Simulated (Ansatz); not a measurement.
Here is an Ansatz 0.2.0 calculation.

Contents of input.yaml:

```yaml
crystal:
  lattice:
    - [3.0286, 0.0, 0.0]
    - [0.0, 3.0286, 0.0]
    - [0.0, 0.0, 3.0286]
  atoms:
    - { symbol: Si, position: [0.5, 0.5, 0.5] }
    - { symbol: F, position: [0.0, 0.0, 0.0] }
hamiltonian:
  xc:
    exchange: hjs_pbesol
    correlation: pbesol
    exx: { coeff: 0.25, omega: 0.207 }
  pseudopotentials: { kind: paw }
kpoints:
  mp_grid: { grid: [5, 5, 5] }
  band_path:
    path:
      - [[0.0, 0.0, 0.0], [0.0, 0.5, 0.0], [0.5, 0.5, 0.0], [0.0, 0.0, 0.0], [0.5, 0.5, 0.5], [0.0, 0.5, 0.0]]
      - [[0.5, 0.5, 0.0], [0.5, 0.5, 0.5]]
    npoints: 4
scf:
  occupations: { method: fermi_dirac, width: 0.05 }
  n_extra_bands: 6
output:
  forces: true
  stress: true
  eigenvalues: true
  fatbands: false
```

Potentials or basis: Ansatz PAW.

Command:

```console
$ ansatz run input.yaml --threads 2 --pin off --max-ram 5632MiB --backend cpu --events-out ev --progress --plain --runs-dir out
```

Question: Estimate the pressure.

Answer: -4.2 GPa.

Question: Predict the band gap on the k mesh.

Answer: None (metal or under the smearing width).

Levels at the corners of the path, in eV from the Fermi level:
```
point  band 1  band 2  band 3  band 4  band 5  band 6  band 7  band 8  band 9  band 10
    Γ  -26.86  -10.07   -6.42   -6.42   -6.42    6.12    6.12    6.12    6.58     6.58
    X  -26.61  -11.11   -6.08   -6.08   -3.33   -2.68    5.96    5.96    8.72    14.09
    M  -26.43   -8.42   -8.42   -6.37   -5.86    1.31    1.31    6.92    7.67    12.78
    Γ  -26.86  -10.07   -6.42   -6.42   -6.42    6.12    6.12    6.12    6.58     6.58
    R  -26.28   -7.32   -7.32   -7.32   -3.13   -0.71   -0.71   -0.71   10.15    10.15
    X  -26.61  -11.11   -6.08   -6.08   -3.33   -2.68    5.96    5.96    8.72    14.09
    M  -26.43   -8.42   -8.42   -6.37   -5.86    1.31    1.31    6.92    7.67    12.78
    R  -26.28   -7.32   -7.32   -7.32   -3.13   -0.71   -0.71   -0.71   10.15    10.15
```

Caveat: the k mesh is coarse (spacing up to 0.41 Å⁻¹), so the values aren't converged, least of all with exact exchange; an odd number of electrons without spin polarisation forces a metal; a magnetic or distorted state may lie lower; the PAW data sets come from PBE, with cores solved anew for the run's functional, which leaves a small shift of forces and pressure; the thresholds are loose for stress.
